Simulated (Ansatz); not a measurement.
# CsIn2: the cost of one run

Computed with Ansatz 0.2.0 (DFT PBE, scalar-relativistic, plane waves, PAW, unless a step's input says otherwise).

## 1. The starting structure

Symmetry: Fm-3m, No. 225, cubic system. Conventional cell: a = 7.164 Å, b = 7.164 Å, c = 7.164 Å, α = 90.00°, β = 90.00°, γ = 90.00°. Around Cs (site symmetry m-3m) lie 8 In at 3.10 Å. Around In (site symmetry -43m) lie 4 Cs at 3.10 Å.

Structure file:

```cif
data_structure
_symmetry_space_group_name_H-M 'P 1'
_symmetry_Int_Tables_number 1
_cell_length_a 5.0657
_cell_length_b 5.0657
_cell_length_c 5.0657
_cell_angle_alpha 60.000
_cell_angle_beta 60.000
_cell_angle_gamma 60.000
_cell_volume 91.92
loop_
_atom_site_label
_atom_site_type_symbol
_atom_site_fract_x
_atom_site_fract_y
_atom_site_fract_z
_atom_site_occupancy
Cs1 Cs 0.00000 0.00000 0.00000 1
In1 In 0.25000 0.25000 0.25000 1
In2 In 0.75000 0.75000 0.75000 1
```

(A quick probe on a coarse mesh, which set the mesh and smearing, is not shown.)

## 3. Rough relaxation on the coarse mesh

Input file input.yaml:

```yaml
crystal:
  lattice:
    - [0.0, 3.5819865845, 3.5819865845]
    - [3.5819865845, 0.0, 3.5819865845]
    - [3.5819865845, 3.5819865845, 0.0]
  atoms:
    - { symbol: Cs, position: [0.0, 0.0, 0.0] }
    - { symbol: In, position: [0.25, 0.25, 0.25] }
    - { symbol: In, position: [0.75, 0.75, 0.75] }
basis:
  ecutwfc: 420
kpoints:
  mp_grid: { grid: [4, 4, 4] }
hamiltonian:
  xc: pbe
scf:
  occupations: { method: gaussian, width: 0.1 }
  lower_state_search: "off"
output:
  forces: true
  stress: true
  eigenvalues: true
relax:
  adjacent_minimum: "off"
  f_tol: 0.04
  max_steps: 70
  cell: { stress_tol: 0.4 }
```

On the command line:

```bash
ansatz run input.yaml --threads 1 --pin off --max-ram 2560MiB --backend cpu --events-out ev --progress --plain --runs-dir out
```

What time and memory should one allow on 1 thread of Arm Neoverse V1, shared host?

About 13 s, with a peak of 0.38 GiB.
